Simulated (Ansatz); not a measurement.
# C₂HAlF₂: up Jacob's ladder to CCSD(T)

Aim: compute C₂HAlF₂ with functionals from several rungs and with coupled cluster. The yardstick is the atomisation energy at the CCSD(T) limit.

Method: functionals in def2-TZVPP, the program's frozen cores in correlated methods; program: Ansatz 0.2.0, Gaussian basis.

Plan: LDA (SPW92), PBE-D4, revPBE-D4, BLYP-D4, r2SCAN-D4, B97M-V, PBE0-D4, B3LYP-D4, r2SCANh-D4, r2SCAN0-D4, HSE06-D4, BHLYP-D4, CAM-B3LYP-D4, LC-ωPBE, ωB97X-V, ωB97M-V, B2PLYP, PBE-QIDH; CCSD(T)/def2-SVP; CCSD(T)/def2-TZVPP; MP2/def2-QZVPP; extrapolation to the limit; RPA on PBE.

### 1 Structure used throughout

All runs share one geometry, relaxed beforehand with PBE0-D4 in a triple-zeta def2 set.

SMILES `C#[C][Al]([F])[F]`, 6 atoms, charge 0, spin multiplicity 1.

Atoms are counted from 1 here; the program's logs count them from 0.

Bond lengths: C1–C2 1.208 Å, C1–H6 1.067 Å, C2–Al3 1.877 Å, Al3–F4 1.635 Å, Al3–F5 1.635 Å. Angles: C2–C1–H6 180.0°, C1–C2–Al3 180.0°, C2–Al3–F4 121.0°, C2–Al3–F5 121.0°, F4–Al3–F5 117.9°.

### 2 LDA

This LDA is Slater exchange with PW92 correlation.

in.yaml

```yaml
crystal:
  periodic: [false, false, false]
  atoms:
    - {symbol: C, position_ang: [-1.009608, 0.675570, 1.373006]}
    - {symbol: C, position_ang: [-0.344379, 0.226603, 0.469958]}
    - {symbol: Al, position_ang: [0.688485, -0.470634, -0.933109]}
    - {symbol: F, position_ang: [0.677806, -2.069634, -1.273779]}
    - {symbol: F, position_ang: [1.626944, 0.502005, -1.853019]}
    - {symbol: H, position_ang: [-1.597149, 1.072090, 2.170542]}
basis:
  gaussian: {orbitals: def2-TZVPP}
hamiltonian: {xc: lda}
output: {orbitals: {seedname: orbitals}}
```

After this run come: PBE-D4 (GGA); revPBE-D4 (GGA); BLYP-D4 (GGA); r2SCAN-D4 (meta-GGA); B97M-V (meta-GGA); PBE0-D4 (hybrid); B3LYP-D4 (hybrid); r2SCANh-D4 (hybrid); r2SCAN0-D4 (hybrid); HSE06-D4 (hybrid); BHLYP-D4 (hybrid); CAM-B3LYP-D4 (range-separated); LC-ωPBE-D4 (range-separated); ωB97X-V (range-separated); ωB97M-V (range-separated); B2PLYP (double hybrid); PBE-QIDH (double hybrid); CCSD(T) in def2-SVP; CCSD(T) in def2-TZVPP; MP2 in def2-QZVPP; RPA on PBE orbitals.

Before running them: what should the planned runs give, taken together? Wanted: atomisation energy, CCSD(T)/CBS; farthest beyond LDA; mean size of error, GGA; mean size of error, meta-GGA; mean size of error, hybrid; mean size of error, range-separated; mean size of error, double hybrid; gap, smallest and largest; T1 diagnostic.

As calculated:

```
                               quantity                                  value
        atomisation energy, CCSD(T)/CBS                          2779.7 kJ/mol
 functionals within 13.9 kJ/mol (0.5 %)             BLYP-D4, r2SCAN-D4, B97M-V
                    farthest beyond LDA               BHLYP-D4 (-149.0 kJ/mol)
                mean size of error, GGA                            32.9 kJ/mol
           mean size of error, meta-GGA                            10.0 kJ/mol
             mean size of error, hybrid                            63.0 kJ/mol
    mean size of error, range-separated                            19.7 kJ/mol
      mean size of error, double hybrid                            31.2 kJ/mol
              gap, smallest and largest  5.33 eV (BLYP-D4), 12.51 eV (LC-ωPBE)
                          T1 diagnostic                                 0.0136
triples share of the correlation energy                                  3.7 %
```

What this shows: The LDA atomisation energy is off by 373.5 kJ/mol (13 %): it overbinds. PBE-D4 misses by +48.8 kJ/mol. Double hybrids carry the basis error of their MP2 part in triple zeta, and no dispersion term here, so their miss is partly the set-up's. Taken by rung, meta-GGA functionals do best (10.0 kJ/mol on average) and hybrid ones worst beyond LDA (63.0 kJ/mol). The mean of the hybrids holds BHLYP, with half exact exchange. Misses under about 13.9 kJ/mol are within the doubt on the reference itself, which lacks core-valence correlation, relativity and higher excitations. Hartree-Fock recovers 73 % of the binding; the rest is correlation. CCSD(T) in def2-SVP is off by -161.5 kJ/mol, worse than the median functional, from the basis alone. Orbital gaps span 5.3 to 12.5 eV; exact exchange widens them.
